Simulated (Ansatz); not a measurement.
**HfSiH2 (triplet): from Hartree-Fock to the top rungs, def2-SVP**

An exercise on one series of results from a longer session: the logs are not shown, and one member is left open.

Computed with Ansatz 0.2.0, Gaussian basis. Level: def2-SVP, core rule «outside noble gas», up to 9 orbitals frozen.

Plan: UHF; CCSD(T) on ROHF; CCSD(T) on UHF; CISD as a restricted active space (open shells left free, so some higher excitations enter); CCSDT(Q) on ROHF; CCSDT(Q) on UHF; CASSCF and MRCISD+Q, 10 electrons in 10 orbitals; CASSCF and NEVPT2, 10 electrons in 10 orbitals.

17 further runs of the same task are left out: 6 that didn't finish, 11 set aside as unsound or not needed. Runs told in other sessions of the task aren't counted.

### What is computed

The geometry is a PBE0/def2-TZVP stationary point (not a proven minimum) of the parent state, kept for this charge and spin. No spin-orbit coupling is included. Elements past krypton take def2 core potentials.

4 atoms, charge 0, spin multiplicity 3.

Atoms are counted from 1 here; the program's logs count them from 0.

Bond lengths: Hf1–Si2 2.457 Å, Si2–H3 1.498 Å, Si2–H4 1.498 Å. Angles: Hf1–Si2–H3 125.7°, Hf1–Si2–H4 125.7°, H3–Si2–H4 108.7°.

Set-up of the first run:

Contents of in.yaml:

```yaml
crystal:
  periodic: [false, false, false]
  atoms:
    - {symbol: Hf, position_ang: [0.000000, 0.000000, 0.362947]}
    - {symbol: Si, position_ang: [0.000000, 0.000000, -2.093656]}
    - {symbol: H, position_ang: [0.000000, 1.217203, -2.966957]}
    - {symbol: H, position_ang: [0.000000, -1.217203, -2.966957]}
basis:
  gaussian: {orbitals: def2-SVP}
magnetization: {spin_polarized: true, initial_magnetization: 2}
hamiltonian: {xc: hf}
output: {orbitals: {seedname: orbitals}}
```

Launch:

```sh
$ ansatz run in.yaml --threads 1 --pin off --events-out ev --progress --plain --max-ram 2393MiB
```

Steps of the session up to this table: UHF; CCSD(T) on ROHF; CCSD(T) on UHF; CISD as a restricted active space (open shells left free, so some higher excitations enter); CCSDT(Q) on ROHF; CCSDT(Q) on UHF; CASSCF and MRCISD+Q, 10 electrons in 10 orbitals; CASSCF and NEVPT2, 10 electrons in 10 orbitals.

One of the session's tables, all rows but one given; the rest of the session is left out.

It belongs to the step «Misses and costs». 

| method | from RCCSDT(Q) (meV) |
| --- | --- |
| ROHF | +5295.3 |
| RMP2 | +1272.2 |
| UMP2 | +1296.9 |
| RCCSD | +296.4 |
| UCCSD | +279.6 |
| RCCSD(T) | +81.4 |
| UCCSD(T) | +66.7 |
| RCCSDT | +16.2 |
| UCCSDT | -0.7 |
| RCCSDT(Q) | 0 |
| UCCSDT(Q) | -17.4 |
| CASSCF frontier | +3523.3 |
| NEVPT2 frontier | ? |
| MRCISD frontier | +424.1 |
| MRCISD+Q frontier | +180.8 |

Estimate the missing values for NEVPT2 frontier.

As computed: from RCCSDT(Q) (meV): +1133.3. In the column «from RCCSDT(Q) (meV)» it lies between MRCISD frontier (+424.1) and RMP2 (+1272.2).

Not comparable, so not listed: CISD as a restricted active space (open shells left free, so some higher excitations enter) (they don't share determinant, frozen orbitals or solution with the rows shown, or repeat one).

Limits of these values: The determinant of HF (⟨S²⟩ 2.81) is far from a pure spin state, so its energy mixes those of several spin states; that is harmless only where they are near-degenerate. Left out of the table: UHF (another determinant or state than the rows shown). Warnings: spin contamination; coupled cluster took another determinant than the lowest. Restricted and unrestricted rows rest on different reference determinants; a gap between their highest levels can come from leftover correlation error, from unlike frozen cores or from another state.
